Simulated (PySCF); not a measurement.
**HfOF: structure of the doublet**

Aim: relax HfOF as a doublet from a linear start, check by its vibrations whether the end is a minimum, and collect its spectrum and constants.

Program: PySCF 2.14.0. Level of theory: PBE0, basis Hf def2-TZVP with ECP60, O def2-TZVP, F def2-TZVP, scalar-relativistic core potentials, no spin–orbit coupling, density fitting. These are calculated values, not measurements.

### 1 Where the work starts

3 atoms, charge 0, spin multiplicity 2.

Bond lengths: Hf1–O2 1.850 Å, Hf1–F3 2.160 Å. Angles: O2–Hf1–F3 180.0°.

```xyz
3
charge 0 multiplicity 2
Hf    0.0000    0.0000    0.0000
O     0.0000    0.0000   -1.8500
F     0.0000    0.0000    2.1600
```

### 2 First SCF at the start

One driver script runs all steps and calls PySCF; scf.py shows how it sets up the SCF of each step. The optimiser is the driver's own. After this first run the driver tries any further starts and a stability analysis.

Contents of scf.py:

```python
from pyscf import gto, scf, dft
mol = gto.M(atom='''
Hf     0.000000     0.000000     0.000000
O      0.000000     0.000000    -1.850000
F      0.000000     0.000000     2.160000''',
    basis={'Hf': 'def2-TZVP', 'O': 'def2-TZVP', 'F': 'def2-TZVP'},
    ecp={'Hf': 'def2-TZVP'},
    charge=0, spin=1)
mf = dft.UKS(mol, xc='PBE0')
mf.grids.atom_grid = (50, 194)
aux = {'Hf': 'def2-universal-JKFIT', 'O': 'def2-universal-JKFIT', 'F': 'def2-universal-JKFIT'}
mf = mf.density_fit(auxbasis=aux)
mf.conv_tol = 1e-08
mf.diis_space = 10
mf.max_cycle = 60
mf.init_guess = 'minao'
mf.verbose = 4
mf.kernel()
```

Started as:

```sh
$ OMP_NUM_THREADS=4 python axn.py task.json out
```

What it wrote:

```text
init E= -204.555327598221
[... the frontier-level lines of each cycle are left out ...]
cycle= 1 E= -222.669638625105  delta_E= -18.1  |g|= 0.909  |ddm|= 4.18
cycle= 2 E= -214.65201191545  delta_E= 8.02  |g|= 3.02  |ddm|=  2.3
cycle= 3 E= -222.872194123951  delta_E= -8.22  |g|= 0.472  |ddm|= 2.29
cycle= 4 E= -222.898572443928  delta_E= -0.0264  |g|= 0.527  |ddm|= 0.665
cycle= 5 E= -222.993807363997  delta_E= -0.0952  |g|= 0.111  |ddm|= 0.267
cycle= 6 E= -222.997369105535  delta_E= -0.00356  |g|= 0.0415  |ddm|= 0.0764
cycle= 7 E= -222.998067042094  delta_E= -0.000698  |g|= 0.00484  |ddm|= 0.02
cycle= 8 E= -222.99807833313  delta_E= -1.13e-05  |g|= 0.000939  |ddm|= 0.00358
cycle= 9 E= -222.99807952045  delta_E= -1.19e-06  |g|= 0.000413  |ddm|= 0.0015
cycle= 10 E= -222.998080179485  delta_E= -6.59e-07  |g|= 0.000384  |ddm|= 0.00156
cycle= 11 E= -222.998080451524  delta_E= -2.72e-07  |g|= 7.24e-05  |ddm|= 0.00133
cycle= 12 E= -222.998080475796  delta_E= -2.43e-08  |g|= 3.43e-05  |ddm|= 0.000449
cycle= 13 E= -222.998080486543  delta_E= -1.07e-08  |g|= 1.65e-05  |ddm|= 0.000392
cycle= 14 E= -222.998080490245  delta_E= -3.7e-09  |g|= 9.75e-06  |ddm|= 0.000252
Extra cycle  E= -222.998080490651  delta_E= -4.07e-10  |g|= 1.9e-05  |ddm|= 5.74e-05
converged SCF energy = -222.998080490651  <S^2> = 0.75395896  2S+1 = 2.0039551
```

This step, with its further starts and checks, ran for 9 s (4 threads of Arm Neoverse V1, shared host).

Energies from each starting density:

```
                      start  energy (Eh)
    the minimal-basis guess  -222.998080
a thermally smeared density  -222.998080
      a smeared PBE density  -222.998080
```

The test of internal stability and the other starts found no lower solution of this spin.

### 3 Linear start, doublet: relaxation

The program finds C∞v symmetry in the start, which this walk keeps.

Edit scf.py of step 2 so:

```diff
@@ -3,3 +3,3 @@
-Hf     0.000000     0.000000     0.000000
-O      0.000000     0.000000    -1.850000
-F      0.000000     0.000000     2.160000''',
+Hf     0.000000     0.000000    -0.053252
+O      0.000000     0.000000    -1.903252
+F      0.000000     0.000000     2.106748''',
@@ -16 +15,0 @@
-mf.init_guess = 'minao'
```

The optimiser's trace:

```
step  energy (Eh)  change (kJ/mol)  largest symmetric gradient (Eh/bohr)
   0  -222.998080             0.00                               0.06696
   1  -223.008839           -28.25                               0.02558
   2  -223.009516           -30.02                               0.00370
   3  -223.009528           -30.06                               0.00029
   4  -223.009528           -30.06                               0.00003
```

The walk took 9.3 s.

Geometry (Å) and forces (eV/Å) at some steps:

```
step 0
Hf   0.000   0.000  -0.053   0.000   0.000  -1.225
O    0.000   0.000  -1.903   0.000   0.000   3.443
F    0.000   0.000   2.107   0.000   0.000  -2.218
step 1
Hf   0.000   0.000  -0.050   0.000   0.000   1.315
O    0.000   0.000  -1.807   0.000   0.000  -0.717
F    0.000   0.000   2.007   0.000   0.000  -0.599
step 2
Hf   0.000   0.000  -0.033   0.000   0.000   0.190
O    0.000   0.000  -1.805   0.000   0.000  -0.154
F    0.000   0.000   1.988   0.000   0.000  -0.036
step 3
Hf   0.000   0.000  -0.030   0.000   0.000  -0.010
O    0.000   0.000  -1.807   0.000   0.000   0.015
F    0.000   0.000   1.988   0.000   0.000  -0.005
step 4
Hf   0.000   0.000  -0.030   0.000   0.000   0.000
O    0.000   0.000  -1.807   0.000   0.000  -0.002
F    0.000   0.000   1.987   0.000   0.000   0.002
```

End point (C∞v, 4 steps, 30.1 kJ/mol gained): Hf–F 2.018 Å, Hf–O 1.777 Å; F–Hf–O 180.0°.

### 4 Is it a minimum? Harmonic modes

The point is checked on the finer grid, and tightened if its gradient asks for it. The Hessian and the dipole derivatives come from central differences of analytic gradients, with steps of 0.02 bohr.

Edit scf.py of step 3 so:

```diff
@@ -3,3 +3,3 @@
-Hf     0.000000     0.000000    -0.053252
-O      0.000000     0.000000    -1.903252
-F      0.000000     0.000000     2.106748''',
+Hf     0.000000     0.000000    -0.046333
+O      0.000000    -0.000000    -1.822755
+F     -0.000000     0.000000     1.971926''',
@@ -10 +10 @@
-mf.grids.atom_grid = (50, 194)
+mf.grids.atom_grid = (75, 302)
@@ -13 +13 @@
-mf.conv_tol = 1e-08
+mf.conv_tol = 1e-10
```

This SCF starts from the last density.

SCF at the final geometry:

```text
init E= -223.009610956443
[... the frontier-level lines of each cycle are left out ...]
cycle= 1 E= -223.009610956442  delta_E= 1.65e-12  |g|= 2.24e-06  |ddm|= 1.76e-06
Extra cycle  E= -223.009610956427  delta_E= 1.45e-11  |g|= 6.46e-06  |ddm|= 4.23e-06
converged SCF energy = -223.009610956427  <S^2> = 0.75275061  2S+1 = 2.0027487
```

The whole step took 28 s.

Geometry: C∞v; Hf–F 2.018 Å, Hf–O 1.776 Å; F–Hf–O 180.0°.

Harmonic modes (main isotopes):

```
symmetry  ω (cm⁻¹)  IR (km/mol)
       π      197i         49.3
      σ+       546          160
      σ+       925          187
```

2 modes are imaginary, the largest at 197i cm⁻¹: a saddle point, not a minimum.

Properties at this point:

```
Dipole moment                                                   : 1.37 D
Highest occupied level                                          : -6.38 eV
Lowest empty level                                              : -3.71 eV
Rotational constants                                            : 0.1323 cm⁻¹
Zero-point energy (real modes)                                  : 8.8 kJ/mol
Principal polarisabilities                                      : 49.1, 57.8, 57.8 bohr³
Atomisation energy without zero-point energy                    : 1240 kJ/mol
Principal traceless quadrupole moments about the centre of mass : -21.44, 10.72, 10.72 D Å
Spin squared ⟨S²⟩                                               : 0.753
```

Charges (e) and bond orders:

```tsv
atom	Mulliken	Löwdin	polar tensor	spin (Mulliken)	Mayer order to Hf1
Hf1	1.11	0.77	1.62	1.06	–
O2	-0.59	-0.40	-0.92	-0.04	2.16
F3	-0.52	-0.37	-0.70	-0.02	0.81
```

Mulliken populations on Hf1 (outside its core potential): s 2.82, p 6.27, d 1.66, f 0.14.

### 5 Following the imaginary mode

The atoms are moved a little along the softest imaginary mode and relaxed again.

The program finds Cs symmetry in the start, which this walk keeps. Threshold on the gradient: 0.0003 Eh/bohr, with a further test on the energy change.

Edit scf.py of step 4 so:

```diff
@@ -3,3 +3,3 @@
-Hf     0.000000     0.000000    -0.046333
-O      0.000000    -0.000000    -1.822755
-F     -0.000000     0.000000     1.971926''',
+Hf    -0.020055     0.000097    -0.046199
+O      0.119999    -0.000578    -1.822621
+F      0.088922    -0.000429     1.972061''',
@@ -10 +10 @@
-mf.grids.atom_grid = (75, 302)
+mf.grids.atom_grid = (50, 194)
@@ -13 +13 @@
-mf.conv_tol = 1e-10
+mf.conv_tol = 1e-08
```

Energy and gradient, step by step:

```
step  energy (Eh)  change (kJ/mol)  largest symmetric gradient (Eh/bohr)
   0  -223.010640             0.00                               0.00892
   1  -223.012147            -3.96                               0.01405
   2  -223.015108           -11.73                               0.01737
   3  -223.019960           -24.47                               0.01805
   4  -223.026191           -40.83                               0.02619
   5  -223.032563           -57.56                               0.02906
   6  -223.047245           -96.11                               0.03975
   7  -223.049726          -102.62                               0.03377
   8  -223.051259          -106.65                               0.00627
   9  -223.051324          -106.82                               0.00044
  10  -223.051327          -106.82                               0.00011
```

The walk took 26 s.

End point (Cs, 10 steps, 106.8 kJ/mol gained): Hf–F 1.908 Å, Hf–O 1.741 Å; F–Hf–O 109.1°.

### 6 Hessian and properties

The same treatment as at the point before.

Edit scf.py of step 5 so:

```diff
@@ -3,3 +3,3 @@
-Hf    -0.020055     0.000097    -0.046199
-O      0.119999    -0.000578    -1.822621
-F      0.088922    -0.000429     1.972061''',
+Hf    -0.169974     0.000819    -0.040542
+O      0.911957    -0.004396    -1.405422
+F      0.852542    -0.004110     1.570162''',
@@ -10 +10 @@
-mf.grids.atom_grid = (50, 194)
+mf.grids.atom_grid = (75, 302)
@@ -13 +13 @@
-mf.conv_tol = 1e-08
+mf.conv_tol = 1e-10
```

SCF at the final geometry:

```text
init E= -223.05153259499
[... the frontier-level lines of each cycle are left out ...]
cycle= 1 E= -223.051532594984  delta_E= 6.59e-12  |g|= 5.17e-06  |ddm|= 5.39e-06
Extra cycle  E= -223.051532594907  delta_E= 7.66e-11  |g|= 1.5e-05  |ddm|= 1.01e-05
converged SCF energy = -223.051532594907  <S^2> = 0.75311827  2S+1 = 2.0031158
```

The whole step ran for 40 s (4 threads of Arm Neoverse V1, shared host).

Geometry: Cs; Hf–F 1.908 Å, Hf–O 1.742 Å; F–Hf–O 109.2°.

Harmonic modes (main isotopes):

```json
{"symmetry": "a'", "ω (cm⁻¹)": "216", "IR (km/mol)": "15.7", "μ (u)": "18.66", "type": "bend"}
{"symmetry": "a'", "ω (cm⁻¹)": "632", "IR (km/mol)": "96.1", "μ (u)": "20.93", "type": "stretch"}
{"symmetry": "a'", "ω (cm⁻¹)": "960", "IR (km/mol)": "146", "μ (u)": "17.28", "type": "stretch"}
```

No imaginary mode, so this is a minimum.

Constants and moments:

```yaml
Dipole_moment: 4.72 D
Highest_occupied_level: -5.91 eV
Lowest_empty_level: -3.08 eV
Rotational_constants: 0.5351, 0.212, 0.1518 cm⁻¹
Zero-point_energy: 10.8 kJ/mol
Principal_polarisabilities: 52.5, 68.7, 84.3 bohr³
Atomisation_energy_without_zero-point_energy: 1350 kJ/mol
Principal_traceless_quadrupole_moments_about_the_centre_of_mass: -8.41, 2.10, 6.31 D Å
Entropy_at_298.15_K_and_1_bar_electronic_part_spin_only: 292.7 J/(mol K)
Heat_capacity_Cp_at_298.15_K: 46.7 J/(mol K)
Enthalpy_at_298.15_K_above_0_K: 11.81 kJ/mol
Rotational_symmetry_number: 1
Spin_squared_⟨S²⟩: 0.753
```

Populations by atom (charges in e):

```json
{"atom": "Hf1", "Mulliken": "0.98", "Löwdin": "0.58", "polar tensor": "1.49", "spin (Mulliken)": "1.08", "Mayer order to Hf1": "–"}
{"atom": "O2", "Mulliken": "-0.55", "Löwdin": "-0.33", "polar tensor": "-0.87", "spin (Mulliken)": "-0.07", "Mayer order to Hf1": "2.19"}
{"atom": "F3", "Mulliken": "-0.43", "Löwdin": "-0.25", "polar tensor": "-0.61", "spin (Mulliken)": "-0.01", "Mayer order to Hf1": "0.97"}
```

Outer orbital energies (eV). α occupied: -23.62, -12.33, -11.79, -11.74, -8.92, -8.92, -8.66, -5.91; empty: -2.40, -2.30, -0.70, -0.47. β occupied: -31.19, -23.69, -12.31, -11.79, -11.75, -8.96, -8.95, -8.67; empty: -3.08, -1.42, -1.38, -0.11.

Mulliken populations on Hf1 (outside its core potential): s 2.80, p 6.25, d 1.86, f 0.12.

### 7 The points found, side by side

| spin | group | bonds | imaginary modes (cm⁻¹) | ΔE (kJ/mol) | with zero-point energy |
| --- | --- | --- | --- | --- | --- |
| doublet | Cs | Hf–F 1.908 Å, Hf–O 1.742 Å | none | 0.0 | 0.0 |
| doublet | C∞v | Hf–F 2.018 Å, Hf–O 1.776 Å | 197i, 197i | 110.1 | – |

### 8 What came out

| quantity | value |
| --- | --- |
| minimum | doublet, Cs |
| geometry | Hf–F 1.908 Å, Hf–O 1.742 Å; F–Hf–O 109.2° |
| wavenumbers (cm⁻¹) | 216 (a'), 632 (a'), 960 (a') |
| dipole moment | 4.72 D |
| highest occupied, lowest empty level (either spin) | -5.91, -3.08 eV |
| polar-tensor charge of Hf1 | +1.49 e |
| zero-point energy | 10.8 kJ/mol |
| entropy at 298.15 K | 292.7 J/(mol K) |
| atomisation energy (no zero-point energy) | 1350 kJ/mol |
| ⟨S²⟩ | 0.753 |

The linear start (C∞v) ends in a minimum of Cs symmetry, after a stop at a second-order saddle point 110.1 kJ/mol higher, from which it was pushed off along an imaginary mode. The strongest infrared band lies at 960 cm⁻¹ (a', stretch). Most of the spin sits on Hf1 (Mulliken spin 1.08, against 1 for the whole molecule). Only this shape and spin were tried, so other structures or states may lie lower. Open d and f shells are described by one determinant, and the ground state may have another occupation or spin. Spin–orbit coupling, left out here, can matter for elements this heavy.

The search up to here took 1.9 min.
